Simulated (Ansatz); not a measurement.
A nudged elastic band was laid between two geometries of a periodic cell of 31 atoms, Al (host Al, host structure fcc, one Al atom removed).

Theory: Ansatz 0.2.0, DFT PBE-D3(BJ), scalar-relativistic, plane waves, PAW. Settings: PAW set soft_1, cutoff 420 eV, k mesh 3x3x3, fermi-dirac smearing 0.05 eV, no spin polarisation.

```yaml
movable_images: 5
climbing_image: yes
spring: 5.0 eV/Å²
optimiser: quadratic models (default)
start_path: IDPP
force_threshold: 0.05 eV/Å
iteration_limit: 62
end_points: relaxed
```

Initial state:

```xyz
31
Lattice="8.1000 0.0000 0.0000 0.0000 8.1000 0.0000 0.0000 0.0000 8.1000" Properties=species:S:1:pos:R:3
Al 4.055 -0.004 -0.002
Al 6.072 2.013 -0.003
Al 6.072 -0.005 2.030
Al -0.011 -0.005 -0.003
Al 2.022 2.038 0.022
Al 4.030 4.046 0.021
Al 6.072 6.079 -0.003
Al 2.022 -0.004 2.029
Al 4.030 2.038 2.030
Al 6.071 4.046 2.030
Al 4.054 -0.004 4.063
Al 6.072 2.013 4.063
Al 6.072 -0.004 6.080
Al 0.013 4.046 0.022
Al 2.021 6.054 0.021
Al 0.013 2.038 2.030
Al 4.029 6.053 2.030
Al -0.011 -0.004 4.063
Al 2.022 2.038 4.038
Al 4.030 4.046 4.039
Al 6.071 6.079 4.063
Al 2.021 -0.005 6.080
Al 4.054 2.012 6.080
Al 6.072 4.046 6.080
Al 0.014 6.054 2.030
Al 0.013 4.046 4.038
Al 2.021 6.054 4.038
Al -0.011 2.013 6.080
Al 2.022 4.046 6.080
Al 4.055 6.079 6.080
Al -0.012 6.079 6.080
```

Final state:

Only the atoms that move by more than 0.05 Å are listed.
```
Al9 2.041 4.034 2.025
```

(1) What changes between the two ends?

(2) Give the energies along the band, and the barrier.

(3) What is the geometry of the highest image?

The band took 4 iterations and roughly 40 core-minutes.

Results:

(1) The atom that moves furthest is Al9, by 2.82 Å; four of its nearest neighbours are Al20 2.84, Al19 2.84, Al5 2.84, Al6 2.84 Å at the first end and Al6 2.84, Al5 2.84, Al20 2.84, Al19 2.84 Å at the last.

(2) The run converged. The highest image is number 3 of 0 to 6, 0.67 eV above the ends, which have the same energy within 2 meV. By the program's own check the climbing image is a first-order saddle point (lowest curvatures found: -1.48 and 0.65 eV/Å²). Limits of this set-up: coarse k mesh, a small cell, in which the defect meets its images, a typed lattice constant that wasn't relaxed here.

```json
{"image": "0", "path coordinate (Å)": "0.00", "energy (eV)": "0.00"}
{"image": "1", "path coordinate (Å)": "0.49", "energy (eV)": "0.17"}
{"image": "2", "path coordinate (Å)": "0.99", "energy (eV)": "0.50"}
{"image": "3", "path coordinate (Å)": "1.48", "energy (eV)": "0.67"}
{"image": "4", "path coordinate (Å)": "1.98", "energy (eV)": "0.50"}
{"image": "5", "path coordinate (Å)": "2.47", "energy (eV)": "0.17"}
{"image": "6", "path coordinate (Å)": "2.97", "energy (eV)": "0.00"}
```

(3) 
```xyz
31
Lattice="8.1000 0.0000 0.0000 0.0000 8.1000 0.0000 0.0000 0.0000 8.1000" Properties=species:S:1:pos:R:3
Al 4.057 0.026 0.043
Al 6.041 2.010 0.035
Al 6.066 0.006 2.028
Al -0.012 -0.013 -0.008
Al 1.972 1.972 -0.135
Al 4.100 4.099 -0.164
Al 6.081 6.080 -0.005
Al 2.053 0.049 2.027
Al 3.063 3.063 2.027
Al 6.016 4.015 2.028
Al 4.057 0.025 4.012
Al 6.040 2.010 4.019
Al 6.073 -0.003 6.078
Al 0.027 4.057 0.043
Al 2.010 6.041 0.035
Al 0.050 2.053 2.027
Al 4.015 6.016 2.028
Al -0.011 -0.012 4.062
Al 1.974 1.973 4.189
Al 4.102 4.101 4.220
Al 6.082 6.082 4.061
Al 2.013 -0.068 6.077
Al 4.065 1.997 6.077
Al 6.154 4.052 6.078
Al 0.006 6.065 2.028
Al 0.026 4.057 4.012
Al 2.010 6.039 4.019
Al -0.067 2.013 6.077
Al 1.997 4.064 6.077
Al 4.053 6.153 6.078
Al -0.003 6.073 6.078
```

The run took 13 min on 4 threads of Arm Neoverse V1 (shared host), peak memory 4 GiB.
